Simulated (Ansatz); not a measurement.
# Ni: how the settings move a single-point run

Question: which choices in the input matter for Ni?

Computed with Ansatz 0.2.0 (reference: DFT, LDA, all-electron LAPW, scalar-relativistic, unless a step's input says otherwise).

### Step 1. The starting structure

The structure is cubic, space group Im-3m (No. 229). Conventional cell: a = 2.767 Å, b = 2.767 Å, c = 2.767 Å, α = 90.00°, β = 90.00°, γ = 90.00°. Ni (site symmetry m-3m) has 8 Ni at 2.40 Å as nearest neighbours.

Coordinates:

```xyz
2
Lattice="-1.3837 1.3837 1.3837 1.3837 -1.3837 1.3837 2.7674 2.7674 0.0000" Properties=species:S:1:pos:R:3 pbc="T T T"
Ni    0.0000    0.0000    0.0000
Ni    1.3837    1.3837    1.3837
```

### Step 2. The reference run

Contents of input.yaml:

```yaml
crystal:
  lattice:
    - [-1.38371547, 1.38371547, 1.38371547]
    - [1.38371547, -1.38371547, 1.38371547]
    - [2.76743094, 2.76743094, 0.0]
  atoms:
    - { symbol: Ni, position: [0.0, 0.0, 0.0], spin: 1.5 }
    - { symbol: Ni, position: [0.5, 0.5, 0.5], spin: -1.5 }
magnetization:
  spin_polarized: true
kpoints:
  mp_grid: { grid: [13, 13, 8] }
scf:
  occupations: { method: fermi_dirac, width: 0.05 }
  lower_state_search: "off"
hamiltonian:
  xc: lda
  pseudopotentials: { kind: all_electron, lapw: { basis_error: 0.001 } }
output:
  forces: true
  stress: true
  eigenvalues: true
  populations: true
```

The run is started by

```bash
$ ansatz run input.yaml --threads 1 --pin off --max-ram 3072MiB --backend cpu --events-out ev --progress --plain --runs-dir out
```

### Step 3. Changing settings: mp_grid.grid [6, 6, 4], mp_grid.shift [0.5, 0.5, 0.5]

input.yaml: that of step 2 with these lines changed.

```diff
@@ -11,3 +11,3 @@
 kpoints:
-  mp_grid: { grid: [13, 13, 8] }
+  mp_grid: { grid: [6, 6, 4], shift: [0.5, 0.5, 0.5] }
 scf:
```

**Question.** What will these runs give? Wanted: for each run, ending; energy change; pressure; gap; force.

As calculated:

| run | ending | energy change | pressure (GPa) | gap (eV) | force (eV/Å) | cycles | time |
| --- | --- | --- | --- | --- | --- | --- | --- |
| reference | converged | 0 | -12.0 | 0.00 | 0.00 | 20 | 66 s |
| 1: mp_grid.grid [6, 6, 4], mp_grid.shift [0.5, 0.5, 0.5] | converged | -0.7 meV/atom | -12.0 | 0.00 | 0.00 | 22 | 12 s |

Residual by cycle in the longest SCF loop of each run; runs are numbered as in the table. The quantity is the density residual dr2, in eV.

```
cycle  reference    run 1
    1    0.00221  0.00216
    3     3.2e-4   3.1e-4
    5     1.5e-5   2.2e-5
    7     7.1e-6   6.9e-6
    9     1.8e-7   3.6e-6
   11     2.0e-5   9.2e-7
   12     8.8e-5   2.6e-7
   14     7.4e-6   2.3e-6
   16     2.6e-8   5.2e-7
   18    7.0e-11   8.8e-9
   20    1.5e-15  9.1e-11
   22          -  4.3e-15
```

Changing the k-point mesh moves the energy by -0.7 meV/atom. Sampling errors of the energy have no fixed sign. Cost: 22 SCF cycles against 20, 12 s against 66 s. The structure is not at rest: the sound run finds -12 GPa, so these are no properties of the relaxed crystal. 
